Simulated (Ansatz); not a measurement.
# SnRu4: the cost of one run

Program: Ansatz 0.2.0. Level of theory: DFT PBE, scalar-relativistic, plane waves, PAW. These are calculated values, not measurements.

### 1 The starting structure

Symmetry: Im-3m, No. 229, cubic system. The conventional cell has a = 5.388 Å, b = 5.388 Å, c = 5.388 Å, α = 90.00°, β = 90.00°, γ = 90.00°. Around Sn (site symmetry m-3m) lie 8 Ru at 2.33 Å. Ru (site symmetry -3m) is surrounded by 2 Sn at 2.33 Å.

Structure file:

```
Sn Ru
1.0
    -2.69416    2.69416    2.69416
     2.69416   -2.69416    2.69416
     2.69416    2.69416   -2.69416
Sn Ru
1 4
Cartesian
  0.0000 0.0000 0.0000
  1.3471 1.3471 1.3471
  -1.3471 1.3471 1.3471
  1.3471 1.3471 -1.3471
  1.3471 -1.3471 1.3471
```

A structure generator made this guess: species swapped into a database cell of Hg4Pt (Im-3m, No. 229), with Ru on the Hg sites and Sn on the Pt sites. Its size is a rough estimate.

### 2 The guess as it stands, on a coarse mesh

The input, input.yaml:

```yaml
crystal:
  lattice:
    - [-2.69415793, 2.69415793, 2.69415793]
    - [2.69415793, -2.69415793, 2.69415793]
    - [2.69415793, 2.69415793, -2.69415793]
  atoms:
    - { symbol: Sn, position: [0.0, 0.0, 0.0] }
    - { symbol: Ru, position: [0.5, 0.5, 0.5] }
    - { symbol: Ru, position: [0.5, 0.0, 0.0] }
    - { symbol: Ru, position: [0.0, 0.0, 0.5] }
    - { symbol: Ru, position: [0.0, 0.5, 0.0] }
basis:
  ecutwfc: 420
kpoints:
  mp_grid: { grid: [4, 4, 4] }
hamiltonian:
  xc: pbe
scf:
  occupations: { method: gaussian, width: 0.1 }
  lower_state_search: "off"
output:
  forces: true
  stress: true
  eigenvalues: true
```

Launch:

```
$ ansatz run input.yaml --threads 1 --pin off --max-ram 2560MiB --backend cpu --events-out ev --progress --plain --runs-dir out
```

**Question.** How long does this run take on 1 thread of AMD EPYC (Zen 3), shared host, and how much memory does it need?

About 4 s, with a peak of 0.36 GiB.
